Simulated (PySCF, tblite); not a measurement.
# CH6ClFOSi2: dynamics, then NMR shifts on frames, part 2 of 2

tblite 0.8.0 and PySCF 2.14.0. Atoms count from 0. The steps go on from the part before.

### 5 Shielding tensors: 625 fs, PBE0/pcSseg-1

Job settings and geometry (Å):

```
{"job": {"kind": "nmr", "xc": "PBE0", "basis": "pcSseg-1", "pop": false}, "charge": 0, "multiplicity": 1}
F      0.886600     2.073100     0.627700
Si     0.084400     0.699400     0.928400
C      1.343700    -0.714500     0.562100
Cl     0.622100    -2.247600     1.151300
O     -1.086500     0.545800    -0.154400
Si    -2.489400     0.210200    -0.925500
H     -0.533500     0.767800     2.235400
H      1.322300    -0.861600    -0.499600
H      2.338700    -0.628900     0.972100
H     -2.174500     0.445000    -2.329200
H     -2.837300    -1.192500    -0.685700
H     -3.562500     1.200000    -0.478400
```

Method: GIAO PBE0/pcSseg-1 NMR shielding, non-relativistic, gas phase.

Output:

```text
coarse grid: 11856 points
cycle   1  E = -1255.2432437303  dE =  4.686e-01  |g| = 8.833e-01  |ddm| = 3.156e+00
cycle   2  E = -1255.0497852746  dE =  1.935e-01  |g| = 1.377e+00  |ddm| = 1.515e+00
cycle   3  E = -1255.3733503309  dE = -3.236e-01  |g| = 8.977e-02  |ddm| = 1.008e+00
cycle   4  E = -1255.3747414006  dE = -1.391e-03  |g| = 4.627e-02  |ddm| = 1.123e-01
cycle   5  E = -1255.3750638869  dE = -3.225e-04  |g| = 1.393e-02  |ddm| = 3.432e-02
cycle   6  E = -1255.3750942560  dE = -3.037e-05  |g| = 2.013e-03  |ddm| = 1.114e-02
cycle   7  E = -1255.3750949028  dE = -6.469e-07  |g| = 5.610e-04  |ddm| = 1.983e-03
final grid: 101856 points
cycle   8  E = -1255.4240223694  dE = -1.698e-05  |g| = 8.571e-03  |ddm| = 1.467e-02
cycle   9  E = -1255.4240062057  dE =  1.616e-05  |g| = 1.249e-02  |ddm| = 1.311e-02
cycle  10  E = -1255.4240354862  dE = -2.928e-05  |g| = 1.012e-03  |ddm| = 8.173e-03
cycle  11  E = -1255.4240356445  dE = -1.583e-07  |g| = 2.315e-04  |ddm| = 9.053e-04
cycle  12  E = -1255.4240356562  dE = -1.169e-08  |g| = 6.479e-05  |ddm| = 2.137e-04
cycle  13  E = -1255.4240356571  dE = -8.824e-10  |g| = 1.637e-05  |ddm| = 6.704e-05
converged SCF energy = -1255.4240356571

GIAO shielding tensors (ppm)
atom      isotropic    diamagn.    paramagn.     s11        s22        s33       span
  0 F      318.544     469.645    -151.101    255.087    326.586    373.957    118.870
  1 Si     382.758     878.265    -495.507    356.357    391.667    400.250     43.893
  2 C      152.467     256.345    -103.878    131.865    148.663    176.875     45.010
  3 Cl     967.190    1147.148    -179.958    865.622    928.062   1107.885    242.263
  4 O      290.553     397.772    -107.218    236.717    297.953    336.990    100.274
  5 Si     389.466     878.663    -489.197    353.382    357.652    457.364    103.983
  6 H       26.828      28.595      -1.767     23.813     24.147     32.524      8.712
  7 H       28.793      33.050      -4.257     24.135     27.342     34.902     10.768
  8 H       28.804      29.936      -1.131     22.549     28.090     35.774     13.225
  9 H       26.570      29.033      -2.463     23.057     24.896     31.757      8.700
 10 H       26.378      28.728      -2.350     22.589     25.735     30.811      8.222
 11 H       25.752      26.778      -1.026     22.518     24.121     30.618      8.100
```

Wall time 13 s (1 thread of Arm Neoverse V1, shared host); peak memory 0.81 GiB.

This run: δ C2 34.5, F0 -147.6, Si1 -33.6, Si5 -40.3, H11 5.96, H10 5.34 ppm.

### 6 Shielding tensors: 800 fs, PBE0/pcSseg-1

Job settings and geometry (Å):

```
{"job": {"kind": "nmr", "xc": "PBE0", "basis": "pcSseg-1", "pop": false}, "charge": 0, "multiplicity": 1}
F      0.685100     2.119800     0.103100
Si     0.077200     0.787000     0.796100
C      1.304300    -0.611400     0.568500
Cl     0.744500    -2.209800     1.137100
O     -1.306800     0.477600     0.037800
Si    -2.494400     0.194000    -1.080900
H     -0.103400     0.982000     2.234900
H      1.609200    -0.684400    -0.470900
H      2.255500    -0.393700     1.070400
H     -2.247000     1.148400    -2.178700
H     -2.459500    -1.260100    -1.444200
H     -3.632100     0.653600    -0.251800
```

Level: GIAO PBE0/pcSseg-1 NMR shielding, non-relativistic, gas phase.

Output:

```text
coarse grid: 11856 points
cycle   1  E = -1255.2416799286  dE =  4.564e-01  |g| = 8.866e-01  |ddm| = 3.168e+00
cycle   2  E = -1255.0378820025  dE =  2.038e-01  |g| = 1.395e+00  |ddm| = 1.572e+00
cycle   3  E = -1255.3733822271  dE = -3.355e-01  |g| = 9.996e-02  |ddm| = 1.063e+00
cycle   4  E = -1255.3750062356  dE = -1.624e-03  |g| = 5.273e-02  |ddm| = 1.142e-01
cycle   5  E = -1255.3754138322  dE = -4.076e-04  |g| = 1.394e-02  |ddm| = 3.684e-02
cycle   6  E = -1255.3754453935  dE = -3.156e-05  |g| = 2.015e-03  |ddm| = 1.198e-02
cycle   7  E = -1255.3754460338  dE = -6.403e-07  |g| = 7.232e-04  |ddm| = 2.070e-03
final grid: 101856 points
cycle   8  E = -1255.4233638053  dE = -1.843e-05  |g| = 8.480e-03  |ddm| = 1.414e-02
cycle   9  E = -1255.4233472370  dE =  1.657e-05  |g| = 1.246e-02  |ddm| = 1.296e-02
cycle  10  E = -1255.4233768272  dE = -2.959e-05  |g| = 1.017e-03  |ddm| = 8.278e-03
cycle  11  E = -1255.4233769877  dE = -1.605e-07  |g| = 2.606e-04  |ddm| = 9.125e-04
cycle  12  E = -1255.4233770026  dE = -1.488e-08  |g| = 6.402e-05  |ddm| = 2.262e-04
cycle  13  E = -1255.4233770035  dE = -8.506e-10  |g| = 1.652e-05  |ddm| = 6.989e-05
converged SCF energy = -1255.4233770035

GIAO shielding tensors (ppm)
atom      isotropic    diamagn.    paramagn.     s11        s22        s33       span
  0 F      332.577     470.178    -137.602    270.084    337.944    389.703    119.619
  1 Si     383.390     878.443    -495.052    370.168    385.214    394.789     24.620
  2 C      154.284     254.950    -100.666    134.070    143.097    185.686     51.616
  3 Cl     959.199    1146.969    -187.770    856.914    906.158   1114.527    257.613
  4 O      294.971     398.596    -103.625    252.097    279.101    353.714    101.617
  5 Si     383.348     878.575    -495.227    348.309    359.644    442.089     93.781
  6 H       26.685      28.490      -1.805     23.190     24.451     32.415      9.225
  7 H       29.185      32.425      -3.241     24.218     27.997     35.339     11.121
  8 H       28.978      29.548      -0.569     22.843     27.942     36.151     13.308
  9 H       26.071      28.575      -2.504     22.511     24.757     30.946      8.435
 10 H       25.798      28.428      -2.630     22.011     25.224     30.161      8.151
 11 H       25.891      27.306      -1.415     22.019     24.384     31.271      9.252
```

Wall time 13 s (1 thread of Arm Neoverse V1, shared host); peak memory 0.81 GiB.

Key values: δ C2 32.6, F0 -161.6, Si5 -34.2, Si1 -34.2, H10 5.92, H11 5.83 ppm.

### 7 NMR shieldings: 1000 fs, PBE0/pcSseg-1

Job settings and geometry (Å):

```
{"job": {"kind": "nmr", "xc": "PBE0", "basis": "pcSseg-1", "pop": false}, "charge": 0, "multiplicity": 1}
F      0.466000     2.097600     0.731200
Si     0.035800     0.580000     0.996900
C      1.340100    -0.723400     0.312300
Cl     1.157600    -2.269300     1.176100
O     -1.270100     0.376800     0.079500
Si    -2.602100    -0.147400    -0.832200
H     -0.214900     0.597200     2.444200
H      1.068500    -0.960000    -0.748900
H      2.353800    -0.281200     0.348000
H     -2.039300    -1.155600    -1.720400
H     -3.365500    -0.854600     0.190900
H     -3.105600     1.014800    -1.535800
```

Level: GIAO PBE0/pcSseg-1 NMR shielding, non-relativistic, gas phase.

Output:

```text
coarse grid: 11856 points
cycle   1  E = -1255.2272398057  dE =  4.040e-01  |g| = 8.991e-01  |ddm| = 3.142e+00
cycle   2  E = -1254.9992406961  dE =  2.280e-01  |g| = 1.446e+00  |ddm| = 1.650e+00
cycle   3  E = -1255.3636501184  dE = -3.644e-01  |g| = 1.077e-01  |ddm| = 1.128e+00
cycle   4  E = -1255.3654928841  dE = -1.843e-03  |g| = 5.877e-02  |ddm| = 1.251e-01
cycle   5  E = -1255.3659946553  dE = -5.018e-04  |g| = 1.358e-02  |ddm| = 3.934e-02
cycle   6  E = -1255.3660260676  dE = -3.141e-05  |g| = 2.129e-03  |ddm| = 1.265e-02
cycle   7  E = -1255.3660268076  dE = -7.400e-07  |g| = 6.807e-04  |ddm| = 2.252e-03
final grid: 101856 points
cycle   8  E = -1255.4143865013  dE = -1.537e-05  |g| = 8.266e-03  |ddm| = 1.323e-02
cycle   9  E = -1255.4143694673  dE =  1.703e-05  |g| = 1.239e-02  |ddm| = 1.300e-02
cycle  10  E = -1255.4143988317  dE = -2.936e-05  |g| = 9.493e-04  |ddm| = 8.241e-03
cycle  11  E = -1255.4143989638  dE = -1.321e-07  |g| = 2.602e-04  |ddm| = 8.714e-04
cycle  12  E = -1255.4143989790  dE = -1.522e-08  |g| = 6.045e-05  |ddm| = 2.304e-04
cycle  13  E = -1255.4143989798  dE = -7.556e-10  |g| = 1.577e-05  |ddm| = 6.539e-05
converged SCF energy = -1255.4143989798

GIAO shielding tensors (ppm)
atom      isotropic    diamagn.    paramagn.     s11        s22        s33       span
  0 F      309.273     470.371    -161.098    247.442    319.229    361.149    113.707
  1 Si     382.280     878.358    -496.078    363.281    385.962    397.599     34.318
  2 C      147.218     256.921    -109.703    128.656    140.319    172.678     44.023
  3 Cl     956.219    1146.314    -190.096    857.256    911.891   1099.510    242.254
  4 O      291.542     400.072    -108.530    243.201    284.743    346.683    103.482
  5 Si     381.095     879.278    -498.183    341.053    354.252    447.981    106.927
  6 H       26.483      28.347      -1.864     23.277     24.342     31.832      8.555
  7 H       27.795      32.219      -4.424     23.538     25.981     33.865     10.327
  8 H       28.455      29.650      -1.196     23.189     27.590     34.586     11.397
  9 H       26.437      30.241      -3.804     22.638     25.986     30.686      8.049
 10 H       26.159      28.376      -2.217     22.573     24.791     31.112      8.539
 11 H       26.431      28.571      -2.140     22.735     24.811     31.747      9.012
```

It took 13 s on 1 thread of Arm Neoverse V1, shared host; peak memory 0.81 GiB.

In short: δ C2 39.7, F0 -138.3, Si5 -31.9, Si1 -33.1, H10 5.56, H11 5.29 ppm.

### 8 Side by side: NMR shifts

Shifts (ppm) of some atoms, chosen among heavy atoms and hydrogens apart, with basis size and wall time:

| frame | C2 | H11 | H7 | F0 | Si5 | Cl3 | O4 | functions | time |
| --- | --- | --- | --- | --- | --- | --- | --- | --- | --- |
| 250 fs | 38.2 | 4.68 | 3.52 | -147.5 | -41.9 | 22 | 48.7 | 153 | 19 s |
| 425 fs | 25.4 | 4.92 | 3.01 | -152.7 | -30.3 | -45 | 43.1 | 153 | 13 s |
| 625 fs | 34.5 | 5.96 | 2.92 | -147.6 | -40.3 | -17 | 45.5 | 153 | 13 s |
| 800 fs | 32.6 | 5.83 | 2.53 | -161.6 | -34.2 | -9 | 41.1 | 153 | 13 s |
| 1000 fs | 39.7 | 5.29 | 3.92 | -138.3 | -31.9 | -6 | 44.5 | 153 | 13 s |

### 9 Summary of results

The summary covers parts 1 to 2.

```
                                        quantity                                   value
                                      thermostat                                   200 K
                   mean temperature, second half                                   185 K
         mean potential energy above the minimum                                 0.20 eV
  ¹³C shifts against TMS (PBE0/pcSseg-1, 250 fs)                                38.2 ppm
   ¹H shifts against TMS (PBE0/pcSseg-1, 250 fs)  5.57, 5.33, 4.83, 4.68, 3.52, 3.09 ppm
¹⁹F shifts against CFCl3 (PBE0/pcSseg-1, 250 fs)                              -147.5 ppm
 ²⁹Si shifts against TMS (PBE0/pcSseg-1, 250 fs)                        -27.1, -41.9 ppm
 ³⁵Cl shifts against HCl (PBE0/pcSseg-1, 250 fs)                                  22 ppm
  ¹⁷O shifts against H2O (PBE0/pcSseg-1, 250 fs)                                48.7 ppm
           surface potential, 1st and 99th percentile                      -0.99 V and 1.72 V
                       range of the shift of Cl3                           -45 to 22 ppm
```

**Reading.** In the second half the potential energy averages 0.20 eV above the minimum; equipartition over 30 harmonic modes at 200 K would give 0.26 eV. With 12 atoms the temperature swings widely (110 to 304 K). Shifts at one fixed geometry are not the observed spectrum, which averages over the motion. In the first frame run (250 fs): The widest tensor belongs to Cl3: span 250 ppm, with a paramagnetic part of -221 ppm. In ppm, Cl3 moves most: its shift spreads over 67 ppm, from -45 (425 fs) to 22 (250 fs).
